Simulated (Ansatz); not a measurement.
**SrTiO3 (Pm-3m): an equation of state far from equilibrium**

The task here is to estimate one member of a computed series from the others.

Computed with Ansatz 0.2.0 (DFT PBE, scalar-relativistic, plane waves, PAW, unless a step's input says otherwise).

## Starting point

It takes space group Pm-3m (No. 221, cubic). The conventional cell has a = 3.936 Å, b = 3.936 Å, c = 3.936 Å, α = 90.00°, β = 90.00°, γ = 90.00°. Sr (site symmetry m-3m) is surrounded by 12 O at 2.78 Å. Ti (site symmetry m-3m) is surrounded by 6 O at 1.97 Å. O (site symmetry 4/mmm) has 2 Ti at 1.97 Å and 4 Sr at 2.78 Å as nearest neighbours.

As a file:

```cif
data_structure
_symmetry_space_group_name_H-M 'P 1'
_symmetry_Int_Tables_number 1
_cell_length_a 3.9365
_cell_length_b 3.9365
_cell_length_c 3.9365
_cell_angle_alpha 90.000
_cell_angle_beta 90.000
_cell_angle_gamma 90.000
_cell_volume 61.00
loop_
_atom_site_label
_atom_site_type_symbol
_atom_site_fract_x
_atom_site_fract_y
_atom_site_fract_z
_atom_site_occupancy
Sr1 Sr 0.50000 0.50000 0.50000 1
Ti1 Ti 0.00000 0.00000 0.00000 1
O1 O 0.50000 0.00000 0.00000 1
O2 O 0.00000 0.50000 0.00000 1
O3 O 0.00000 0.00000 0.50000 1
```

This cell comes from an earlier session at PBE: 12.200 Å³/atom at 0.00 GPa, on a 6×6×6 mesh.

Set-up of the first run:

input.yaml

```yaml
crystal:
  lattice:
    - [3.8832652937, 0.0, 0.0]
    - [0.0, 3.8832652937, 0.0]
    - [0.0, 0.0, 3.8832652937]
  atoms:
    - { symbol: Sr, position: [0.5, 0.5, 0.5] }
    - { symbol: Ti, position: [0.0, 0.0, 0.0] }
    - { symbol: O, position: [0.5, 0.0, 0.0] }
    - { symbol: O, position: [0.0, 0.5, 0.0] }
    - { symbol: O, position: [0.0, 0.0, 0.5] }
basis:
  ecutwfc: 420
  ecutrho_ratio: 4
kpoints:
  mp_grid: { grid: [6, 6, 6] }
hamiltonian:
  xc: pbe
scf:
  occupations: { method: gaussian, width: 0.05 }
output:
  forces: true
  stress: true
  eigenvalues: true
```

The run is started by

```console
$ ansatz run input.yaml --threads 1 --pin off --max-ram 2560MiB --backend cpu --events-out ev --progress --plain --runs-dir out
```

Among the steps run: Volume × 0.96; Volume × 1.04; Volume × 0.92; Volume × 0.88; Volume × 0.84; Volume × 0.8.

One table of the session follows, with a row left open; its other results are not shown here.

It belongs to the step «The curve». 

```
volume (Å³/atom)  energy above the lowest (meV/atom)  pressure (GPa)  gap on the mesh (eV)
           9.760                               385.8            61.8                  2.22
          10.248                                   ?               ?                     ?
          10.736                               117.4            28.8                  2.08
          11.224                                48.3            17.0                  2.00
          11.712                                11.2             7.6                  1.92
          12.200                                 0.0             0.0                  1.84
          12.688                                 9.7            -6.1                  1.76
```

**Question.** Estimate the row for volume (Å³/atom) = 10.248.

Worked estimate for «energy above the lowest (meV/atom)». A straight line through the neighbours (9.760, 385.8) and (10.736, 117.4) gives 385.8 + (117.4 − 385.8) × (10.248 − 9.760) / (10.736 − 9.760) = 251.6; a parabola fitted to 3 rows on both sides gives 229.9.

The run gave: energy above the lowest (meV/atom): 226.6; pressure (GPa): 43.4; gap on the mesh (eV): 2.15. In «energy above the lowest (meV/atom)» the line misses by +25.0 and the parabola by +3.3.

Limits of these values: Other structures may be lower in enthalpy at these pressures.
